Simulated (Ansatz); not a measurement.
# Ga2HP: the cost of one run

Method: cc-pVDZ, core rule «outside noble gas», up to 33 orbitals frozen; program: Ansatz 0.2.0, Gaussian basis.

Plan: UHF; CCSD(T) on RHF; BCCD(T) on RHF; CISD; CCSDT(Q) on RHF; CCSDT(Q) on UHF; CASSCF and MRCISD+Q, 8 electrons in 8 orbitals; CASSCF and NEVPT2, 8 electrons in 8 orbitals.

25 further runs of the same task are left out: 1 for a known fault of the program, 13 that didn't finish, 11 set aside as unsound or not needed.

## Step 1: The geometry

The geometry is a PBE0/def2-TZVP stationary point (not a proven minimum) of the parent state, kept for this charge and spin. No spin-orbit coupling is included. The filled d shell of Ga may be among the frozen orbitals whatever the setting's name suggests; the logs give the count.

4 atoms, charge 0, spin multiplicity 1.

Atoms are counted from 1 here; the program's logs count them from 0.

Bond lengths: Ga1–Ga2 2.628 Å, Ga1–H4 1.924 Å, Ga2–P3 2.359 Å, Ga2–H4 1.850 Å. Angles: Ga2–Ga1–H4 44.7°, Ga1–Ga2–P3 151.8°, Ga1–Ga2–H4 47.1°, P3–Ga2–H4 104.7°, Ga1–H4–Ga2 88.2°.

## Step 2: UHF

Input file in.yaml:

```yaml
crystal:
  periodic: [false, false, false]
  atoms:
    - {symbol: Ga, position_ang: [0.000000, 0.151489, 1.932551]}
    - {symbol: Ga, position_ang: [0.000000, -0.335749, -0.649438]}
    - {symbol: P, position_ang: [0.000000, 0.374792, -2.899333]}
    - {symbol: H, position_ang: [0.000000, 1.228698, 0.338030]}
basis:
  gaussian: {orbitals: cc-pVDZ}
magnetization: {spin_polarized: true, initial_magnetization: 0}
hamiltonian: {xc: hf}
output: {orbitals: {seedname: orbitals}}
```

Run with:

```
> ansatz run in.yaml --threads 1 --pin off --events-out ev --progress --plain --max-ram 2393MiB
```

Q: Estimate wall time and peak memory on 1 thread of Intel Xeon Platinum 8375C at 2.90GHz, shared host.

About 34 s, with a peak of 0.28 GiB.
